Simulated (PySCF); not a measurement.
# BBr: NMR shieldings

Wanted: NMR shieldings for BBr (`[B]Br`).

Computed with PySCF 2.14.0 and routines of our own; the level stands in each step. Atoms count from 0.

## 1. The system as given

2 atoms, charge 0, multiplicity 1; geometry from: GFN2-xTB.

## 2. Geometry optimisation at PBE0-D3(BJ)/def2-SVP

Job settings and geometry (Å):

```
{"job": {"xc": "PBE0", "basis": "def2-SVP", "d3": "d3bj", "grid": 1, "maxiter": 30, "shake": 0.01, "kind": "geom"}, "charge": 0, "multiplicity": 1}
B      0.905700    -0.028170     0.001000
Br    -0.888210    -0.000650    -0.013120
```

Run with:

```sh
> OMP_NUM_THREADS=1 python heavy_run.py task.json out
```

This one command runs all jobs of the session in turn.

Output:

```text
step   0  E = -2598.25629154  max force = 0.042014
step   1  E = -2598.25956228  max force = 0.010621
step   2  E = -2598.25982371  max force = 0.002757
step   3  E = -2598.25984327  max force = 0.000174
step   4  E = -2598.25984329  max force = 0.000009
optimisation converged
```

It took 2.2 s on 1 thread of Arm Neoverse V2, shared host; peak memory 0.25 GiB.

Step by step:

```
step  energy from step 0 (eV)  largest force component (eV/Å)
   0                   0.0000                          2.1604
   1                  -0.0890                          0.5462
   2                  -0.0961                          0.1418
   3                  -0.0966                          0.0089
   4                  -0.0966                          0.0005
```

The bond:

```
  bond  before (Å)  after (Å)  change (Å)
B0–Br1       1.794      1.891      +0.097
```

The next job starts from the end point, and lists it.

```
                         at the end point           value
  point group (found at 0.08 Å tolerance)           Cinfv
rotational constants (GHz, main isotopes)  14.622, 14.622
                        dipole moment (D)            1.65
```

## 3. NMR shieldings: PBE/pcJ-1 Br:dyall-v2z (PBE), spin–orbit

Job settings and geometry (Å):

```
{"job": {"kind": "hnmr", "xc": "PBE", "basis": {"default": "pcJ-1", "Br": "dyall-v2z"}, "rel": "so"}, "charge": 0, "multiplicity": 1}
B      0.984318    -0.044701    -0.014242
Br    -0.906231     0.007169    -0.035717
```

Method: PBE/pcJ-1 Br:dyall-v2z GIAO NMR shielding, X2C with spin-orbit coupling, screened-nuclear two-electron part, Gaussian nuclei, gas phase.

Output:

```text
spin-free SCF
coarse grid: 12512 points
cycle   1  E = -2630.6975659147  dE =  2.945e-03  |g| = 2.785e-01  |ddm| = 1.338e+00
cycle   2  E = -2630.6930226261  dE =  4.543e-03  |g| = 1.693e-01  |ddm| = 3.313e-01
cycle   3  E = -2630.6887677265  dE =  4.255e-03  |g| = 1.917e-01  |ddm| = 3.755e-01
cycle   4  E = -2630.7018885423  dE = -1.312e-02  |g| = 4.357e-02  |ddm| = 2.589e-01
cycle   5  E = -2630.7019646340  dE = -7.609e-05  |g| = 5.137e-03  |ddm| = 1.126e-02
cycle   6  E = -2630.7019740274  dE = -9.393e-06  |g| = 7.770e-04  |ddm| = 9.930e-03
final grid: 24288 points
cycle   7  E = -2630.7021750614  dE =  6.565e-08  |g| = 1.685e-03  |ddm| = 1.444e-03
cycle   8  E = -2630.7021739248  dE =  1.137e-06  |g| = 2.699e-03  |ddm| = 3.243e-03
cycle   9  E = -2630.7021751843  dE = -1.260e-06  |g| = 6.029e-04  |ddm| = 2.992e-03
cycle  10  E = -2630.7021752805  dE = -9.611e-08  |g| = 3.028e-04  |ddm| = 1.053e-03
cycle  11  E = -2630.7021753138  dE = -3.335e-08  |g| = 9.436e-06  |ddm| = 3.484e-04
cycle  12  E = -2630.7021753138  dE = -2.001e-11  |g| = 7.462e-07  |ddm| = 1.084e-05
converged SCF energy = -2630.7021753138
two-component SCF
cycle   1  E = -2630.6352622577  dE = -2.631e+03  |FDS-SDF| = 2.196e+01
cycle   2  E = -2630.7803908327  dE = -1.451e-01  |FDS-SDF| = 7.890e-03
cycle   3  E = -2630.7803908727  dE = -4.002e-08  |FDS-SDF| = 2.486e-03
cycle   4  E = -2630.7803908773  dE = -4.596e-09  |FDS-SDF| = 1.410e-03
cycle   5  E = -2630.7803910006  dE = -1.233e-07  |FDS-SDF| = 5.902e-04
cycle   6  E = -2630.7803911156  dE = -1.150e-07  |FDS-SDF| = 4.585e-05
cycle   7  E = -2630.7803911158  dE = -2.779e-10  |FDS-SDF| = 6.261e-06
converged, E = -2630.7803911158

Field gradients (au) and densities at the nuclei (bohr^-3)
atom        Vxx        Vyy        Vzz        centre      nuclear mean
  0 B      0.1942     0.1942    -0.3885         71.997         71.996
  1 Br    -0.8478    -0.8479     1.6957      40852.724      40792.790
without picture change
  1 Br                           1.7506                     66307.786

Core orbital energies (eV)
atom   shell        mean    spread
  1 Br 1s       -13301.994   0.000
  1 Br 2s        -1731.254   0.000
  1 Br 3s         -237.932   0.000
  1 Br 4s          -21.405   0.000
  1 Br 2p1/2     -1558.706   0.000
  1 Br 2p3/2     -1511.693   0.019
  1 Br 3p1/2      -178.029   0.000
  1 Br 3p3/2      -171.229   0.081
  1 Br 3d3/2       -67.419   0.091
  1 Br 3d5/2       -66.372   0.121

vertical triplet (scalar unrestricted SCF): 2.099 eV

Shielding tensors (ppm)
atom      isotropic    diamagn.    paramagn.     s11        s22        s33       span
  0 B       -54.86      193.97     -248.84    -193.59    -193.59     222.59     416.18
  1 Br     1271.04     2989.48    -1718.44     167.88     167.89    3477.36    3309.47
```

Wall time 4.3 s (1 thread of Arm Neoverse V2, shared host); peak memory 0.44 GiB.

In short:

```
                       quantity       value
energy from spin-orbit coupling  -0.0782 Eh
```

## 4. NMR shieldings: KT2/pcJ-1 Br:dyall-v2z (KT2), spin–orbit

Job settings and geometry (Å):

```
{"job": {"kind": "hnmr", "xc": "KT2", "basis": {"default": "pcJ-1", "Br": "dyall-v2z"}, "rel": "so"}, "charge": 0, "multiplicity": 1}
B      0.984318    -0.044701    -0.014242
Br    -0.906231     0.007169    -0.035717
```

Level: KT2/pcJ-1 Br:dyall-v2z GIAO NMR shielding, X2C with spin-orbit coupling, screened-nuclear two-electron part, Gaussian nuclei, gas phase.

Output:

```text
spin-free SCF
coarse grid: 12512 points
cycle   1  E = -2641.7531726485  dE =  1.661e-02  |g| = 1.103e+00  |ddm| = 1.336e+00
cycle   2  E = -2641.7172528428  dE =  3.592e-02  |g| = 6.941e-01  |ddm| = 5.146e-01
cycle   3  E = -2641.7122670448  dE =  4.986e-03  |g| = 5.137e-01  |ddm| = 8.392e-01
cycle   4  E = -2641.7562560062  dE = -4.399e-02  |g| = 1.687e-01  |ddm| = 7.179e-01
cycle   5  E = -2641.7669020529  dE = -1.065e-02  |g| = 1.035e-02  |ddm| = 2.105e-01
cycle   6  E = -2641.7669249436  dE = -2.289e-05  |g| = 2.763e-03  |ddm| = 1.417e-02
cycle   7  E = -2641.7669275751  dE = -2.632e-06  |g| = 3.388e-04  |ddm| = 3.280e-03
final grid: 24288 points
cycle   8  E = -2641.7668058099  dE = -3.058e-06  |g| = 4.048e-02  |ddm| = 1.553e-03
cycle   9  E = -2641.7668048118  dE =  9.981e-07  |g| = 2.279e-03  |ddm| = 3.304e-03
cycle  10  E = -2641.7667985729  dE =  6.239e-06  |g| = 5.049e-03  |ddm| = 7.787e-03
cycle  11  E = -2641.7668060267  dE = -7.454e-06  |g| = 6.761e-05  |ddm| = 5.449e-03
cycle  12  E = -2641.7668060278  dE = -1.113e-09  |g| = 1.657e-05  |ddm| = 8.519e-05
converged SCF energy = -2641.7668060278
two-component SCF
cycle   1  E = -2641.6995963870  dE = -2.642e+03  |FDS-SDF| = 2.202e+01
cycle   2  E = -2641.8450375578  dE = -1.454e-01  |FDS-SDF| = 8.067e-03
cycle   3  E = -2641.8450376240  dE = -6.621e-08  |FDS-SDF| = 2.336e-03
cycle   4  E = -2641.8450376507  dE = -2.663e-08  |FDS-SDF| = 1.320e-03
cycle   5  E = -2641.8450377559  dE = -1.052e-07  |FDS-SDF| = 4.498e-04
cycle   6  E = -2641.8450378252  dE = -6.929e-08  |FDS-SDF| = 5.655e-05
cycle   7  E = -2641.8450378257  dE = -5.111e-10  |FDS-SDF| = 7.365e-06
converged, E = -2641.8450378257

Field gradients (au) and densities at the nuclei (bohr^-3)
atom        Vxx        Vyy        Vzz        centre      nuclear mean
  0 B      0.1805     0.1805    -0.3610         75.548         75.547
  1 Br    -0.7592    -0.7592     1.5184      41423.703      41358.676
without picture change
  1 Br                           1.5675                     67352.225

Core orbital energies (eV)
atom   shell        mean    spread
  1 Br 1s       -13349.305   0.000
  1 Br 2s        -1740.780   0.000
  1 Br 3s         -241.179   0.000
  1 Br 4s          -21.414   0.000
  1 Br 2p1/2     -1565.936   0.000
  1 Br 2p3/2     -1518.737   0.016
  1 Br 3p1/2      -180.390   0.000
  1 Br 3p3/2      -173.567   0.075
  1 Br 3d3/2       -68.851   0.086
  1 Br 3d5/2       -67.794   0.113

Shielding tensors (ppm)
atom      isotropic    diamagn.    paramagn.     s11        s22        s33       span
  0 B       -25.31      197.18     -222.49    -149.95    -149.95     223.97     373.92
  1 Br     1405.42     2996.32    -1590.91     368.76     368.76    3478.72    3109.96
```

Run time: 3.7 s. Hardware: 1 thread of Arm Neoverse V2, shared host; peak memory 0.44 GiB.

From this job:

```
                       quantity       value
energy from spin-orbit coupling  -0.0782 Eh
```

## 5. NMR shieldings: B3LYP/pcJ-1 Br:dyall-v2z (B3LYP), spin–orbit

Job settings and geometry (Å):

```
{"job": {"kind": "hnmr", "xc": "B3LYP", "basis": {"default": "pcJ-1", "Br": "dyall-v2z"}, "rel": "so"}, "charge": 0, "multiplicity": 1}
B      0.984318    -0.044701    -0.014242
Br    -0.906231     0.007169    -0.035717
```

Level: B3LYP/pcJ-1 Br:dyall-v2z GIAO NMR shielding, X2C with spin-orbit coupling, screened-nuclear two-electron part, Gaussian nuclei, gas phase.

Output:

```text
spin-free SCF
coarse grid: 12512 points
cycle   1  E = -2631.1219366624  dE =  3.803e-03  |g| = 1.961e-01  |ddm| = 1.314e+00
cycle   2  E = -2631.1034355741  dE =  1.850e-02  |g| = 2.844e-01  |ddm| = 4.373e-01
cycle   3  E = -2631.1305411805  dE = -2.711e-02  |g| = 7.288e-02  |ddm| = 3.584e-01
cycle   4  E = -2631.1312105084  dE = -6.693e-04  |g| = 1.785e-02  |ddm| = 4.396e-02
cycle   5  E = -2631.1312568908  dE = -4.638e-05  |g| = 1.289e-03  |ddm| = 1.614e-02
cycle   6  E = -2631.1312574264  dE = -5.356e-07  |g| = 2.549e-04  |ddm| = 1.998e-03
final grid: 24288 points
cycle   7  E = -2631.1313646824  dE = -2.110e-08  |g| = 2.652e-04  |ddm| = 3.613e-04
cycle   8  E = -2631.1313646837  dE = -1.350e-09  |g| = 2.735e-04  |ddm| = 2.772e-04
cycle   9  E = -2631.1313646892  dE = -5.436e-09  |g| = 1.364e-05  |ddm| = 1.150e-04
converged SCF energy = -2631.1313646892
two-component SCF
cycle   1  E = -2631.0644824368  dE = -2.631e+03  |FDS-SDF| = 2.195e+01
cycle   2  E = -2631.2094573637  dE = -1.450e-01  |FDS-SDF| = 7.774e-02
cycle   3  E = -2631.2095422147  dE = -8.485e-05  |FDS-SDF| = 2.989e-03
cycle   4  E = -2631.2095465262  dE = -4.312e-06  |FDS-SDF| = 2.022e-03
cycle   5  E = -2631.2095471017  dE = -5.755e-07  |FDS-SDF| = 6.179e-04
cycle   6  E = -2631.2095474016  dE = -2.999e-07  |FDS-SDF| = 2.687e-04
cycle   7  E = -2631.2095474460  dE = -4.446e-08  |FDS-SDF| = 9.794e-05
cycle   8  E = -2631.2095474571  dE = -1.104e-08  |FDS-SDF| = 1.514e-05
converged, E = -2631.2095474571

Field gradients (au) and densities at the nuclei (bohr^-3)
atom        Vxx        Vyy        Vzz        centre      nuclear mean
  0 B      0.2103     0.2104    -0.4207         71.940         71.939
  1 Br    -0.9852    -0.9853     1.9705      40822.201      40762.254
without picture change
  1 Br                           2.0343                     66251.657

Core orbital energies (eV)
atom   shell        mean    spread
  1 Br 1s       -13353.864   0.000
  1 Br 2s        -1750.445   0.000
  1 Br 3s         -245.780   0.000
  1 Br 4s          -22.906   0.000
  1 Br 2p1/2     -1575.224   0.000
  1 Br 2p3/2     -1527.921   0.019
  1 Br 3p1/2      -184.589   0.000
  1 Br 3p3/2      -177.670   0.085
  1 Br 3d3/2       -71.468   0.099
  1 Br 3d5/2       -70.395   0.131

Shielding tensors (ppm)
atom      isotropic    diamagn.    paramagn.     s11        s22        s33       span
  0 B       -63.87      193.73     -257.59    -206.91    -206.91     222.22     429.12
  1 Br     1297.23     2989.95    -1692.72     207.92     207.92    3475.85    3267.93
```

Wall time 8.9 s (1 thread of Arm Neoverse V2, shared host); peak memory 0.59 GiB.

Key values:

```
                       quantity       value
energy from spin-orbit coupling  -0.0782 Eh
```

## 6. NMR shieldings: BHandHLYP/pcJ-1 Br:dyall-v2z (BHandHLYP), spin–orbit

Job settings and geometry (Å):

```
{"job": {"kind": "hnmr", "xc": "BHandHLYP", "basis": {"default": "pcJ-1", "Br": "dyall-v2z"}, "rel": "so"}, "charge": 0, "multiplicity": 1}
B      0.984318    -0.044701    -0.014242
Br    -0.906231     0.007169    -0.035717
```

Level: BHandHLYP/pcJ-1 Br:dyall-v2z GIAO NMR shielding, X2C with spin-orbit coupling, screened-nuclear two-electron part, Gaussian nuclei, gas phase.

Output:

```text
spin-free SCF
coarse grid: 12512 points
cycle   1  E = -2631.0276445554  dE =  1.266e-02  |g| = 2.358e-01  |ddm| = 1.310e+00
cycle   2  E = -2631.0250789385  dE =  2.566e-03  |g| = 2.668e-01  |ddm| = 5.354e-01
cycle   3  E = -2631.0469181610  dE = -2.184e-02  |g| = 4.343e-02  |ddm| = 2.922e-01
cycle   4  E = -2631.0470317556  dE = -1.136e-04  |g| = 1.417e-02  |ddm| = 2.503e-02
cycle   5  E = -2631.0470739498  dE = -4.219e-05  |g| = 1.667e-03  |ddm| = 1.401e-02
cycle   6  E = -2631.0470768126  dE = -2.863e-06  |g| = 3.550e-04  |ddm| = 5.656e-03
final grid: 24288 points
cycle   7  E = -2631.0471497092  dE = -5.816e-08  |g| = 2.844e-04  |ddm| = 6.422e-04
cycle   8  E = -2631.0471497146  dE = -5.373e-09  |g| = 2.850e-04  |ddm| = 2.547e-04
cycle   9  E = -2631.0471497197  dE = -5.131e-09  |g| = 1.742e-05  |ddm| = 1.301e-04
converged SCF energy = -2631.0471497197
two-component SCF
cycle   1  E = -2630.9803893661  dE = -2.631e+03  |FDS-SDF| = 2.193e+01
cycle   2  E = -2631.1246759004  dE = -1.443e-01  |FDS-SDF| = 1.882e-01
cycle   3  E = -2631.1250137739  dE = -3.379e-04  |FDS-SDF| = 9.969e-03
cycle   4  E = -2631.1250393425  dE = -2.557e-05  |FDS-SDF| = 2.437e-03
cycle   5  E = -2631.1250463473  dE = -7.005e-06  |FDS-SDF| = 1.475e-03
cycle   6  E = -2631.1250481937  dE = -1.846e-06  |FDS-SDF| = 6.863e-04
cycle   7  E = -2631.1250493487  dE = -1.155e-06  |FDS-SDF| = 2.294e-04
cycle   8  E = -2631.1250495135  dE = -1.648e-07  |FDS-SDF| = 8.945e-05
cycle   9  E = -2631.1250495281  dE = -1.458e-08  |FDS-SDF| = 3.241e-05
converged, E = -2631.1250495281

Field gradients (au) and densities at the nuclei (bohr^-3)
atom        Vxx        Vyy        Vzz        centre      nuclear mean
  0 B      0.2176     0.2176    -0.4351         71.783         71.782
  1 Br    -1.1136    -1.1136     2.2272      40794.971      40735.244
without picture change
  1 Br                           2.2994                     66197.412

Core orbital energies (eV)
atom   shell        mean    spread
  1 Br 1s       -13431.544   0.000
  1 Br 2s        -1779.010   0.000
  1 Br 3s         -257.875   0.000
  1 Br 4s          -25.493   0.000
  1 Br 2p1/2     -1598.987   0.000
  1 Br 2p3/2     -1551.279   0.016
  1 Br 3p1/2      -194.459   0.000
  1 Br 3p3/2      -187.381   0.085
  1 Br 3d3/2       -77.322   0.105
  1 Br 3d5/2       -76.210   0.140

Shielding tensors (ppm)
atom      isotropic    diamagn.    paramagn.     s11        s22        s33       span
  0 B       -70.25      193.31     -263.56    -218.21    -218.21     225.67     443.88
  1 Br     1349.24     2990.37    -1641.13     277.33     277.33    3493.07    3215.73
```

Wall time 10 s (1 thread of Arm Neoverse V2, shared host); peak memory 0.59 GiB.

It converged, yet the result is unsound: the reference is near a triplet instability, so Fermi-contact and spin-dipole terms are unreliable.

## 7. Shieldings side by side

```
                                                 run     Br1     B0   time
    step 3, PBE/pcJ-1 Br:dyall-v2z (PBE), spin–orbit  1271.0  -54.9  4.3 s
    step 4, KT2/pcJ-1 Br:dyall-v2z (KT2), spin–orbit  1405.4  -25.3  3.7 s
step 5, B3LYP/pcJ-1 Br:dyall-v2z (B3LYP), spin–orbit  1297.2  -63.9  8.9 s
```

## 8. Outcome

| quantity | value |
| --- | --- |
| point group | Cinfv |
| rotational constants (main isotopes) | 14.62, 14.62 GHz |
| energy from spin-orbit coupling (step 3, PBE/pcJ-1 Br:dyall-v2z (PBE), spin–orbit) | -0.0782 Eh |
| shieldings (step 3, PBE/pcJ-1 Br:dyall-v2z (PBE), spin–orbit) | B0 -54.9, Br1 1271.0 ppm |
| energy from spin-orbit coupling (step 4, KT2/pcJ-1 Br:dyall-v2z (KT2), spin–orbit) | -0.0782 Eh |
| shieldings (step 4, KT2/pcJ-1 Br:dyall-v2z (KT2), spin–orbit) | B0 -25.3, Br1 1405.4 ppm |
| energy from spin-orbit coupling (step 5, B3LYP/pcJ-1 Br:dyall-v2z (B3LYP), spin–orbit) | -0.0782 Eh |
| shieldings (step 5, B3LYP/pcJ-1 Br:dyall-v2z (B3LYP), spin–orbit) | B0 -63.9, Br1 1297.2 ppm |
| runs | 0 failed, 1 ended on unsound input |

The optimisation took 4 steps and gained 0.097 eV; among the close pairs (by a distance rule), B0–Br1 changed most, from 1.794 to 1.891 Å. In step 3, Br1 has the widest tensor, 3309 ppm. Br1 moves most between the runs, by 134 ppm; the labels say what changes from run to run.
